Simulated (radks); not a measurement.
# Pb²⁺ in [Hg]: an all-electron calculation

An exercise on one series of results from a longer session: the logs are not shown, and one member is left open.

Method: scalar-relativistic Kohn-Sham, exchange-only PBE, spin-polarised, spherical densities, finite nucleus. Code: radks (a radial shooting solver on a logarithmic mesh, Libxc functionals) version 1.

## What is computed

| Quantity | Value |
| --- | --- |
| element | lead (Z = 82) |
| charge | +2 |
| electrons | 80 |
| configuration | [Hg] |
| nuclear rms radius | 5.5012 fm |

The outer shells:

Pb²⁺
```
[Xe] core
4f [↑↓][↑↓][↑↓][↑↓][↑↓][↑↓][↑↓]
5d [↑↓][↑↓][↑↓][↑↓][↑↓]
6s [↑↓]
```

The first run:

Settings of this run:

```text
Z 82
configuration [Hg]
relativity scalar-relativistic
functional pbe,
spin polarised
nucleus finite rms 5.5012 fm
c 137.035999084
```

Run with:

```bash
$ python run_ks.py task.json out
```

This one command runs every case of the session in turn.

One table of the session follows, with a row left open; its other results are not shown here.

It belongs to the step «Orbitals and density». Radial moments (bohr):

```
level      <r>  outermost maximum (interpolated)  90 % within  nodes
   1s  0.01606                           0.00985       0.0294      0
   2s  0.06762                            0.0572        0.105      1
   2p  0.06143                            0.0476        0.100      0
   3s   0.1746                             0.161        0.256      2
   3p        ?                                 ?            ?      ?
   3d   0.1599                             0.131        0.248      0
   4s   0.3843                             0.362        0.551      3
   4p   0.4100                             0.382        0.594      2
   4d   0.4310                             0.388        0.641      1
   5s   0.8536                             0.789         1.22      4
   4f   0.4539                             0.350        0.721      0
   5p   0.9770                             0.882         1.41      3
   5d    1.296                              1.07         1.96      2
   6s    2.201                              1.93         3.19      5
```

Q: Estimate the row for 3p from the others.

**Answer.** <r>: 0.1765; outermost maximum (interpolated): 0.161; 90 % within: 0.264; nodes: 1. In the column «<r>» it lies between 3s (0.1746) and 4s (0.3843).
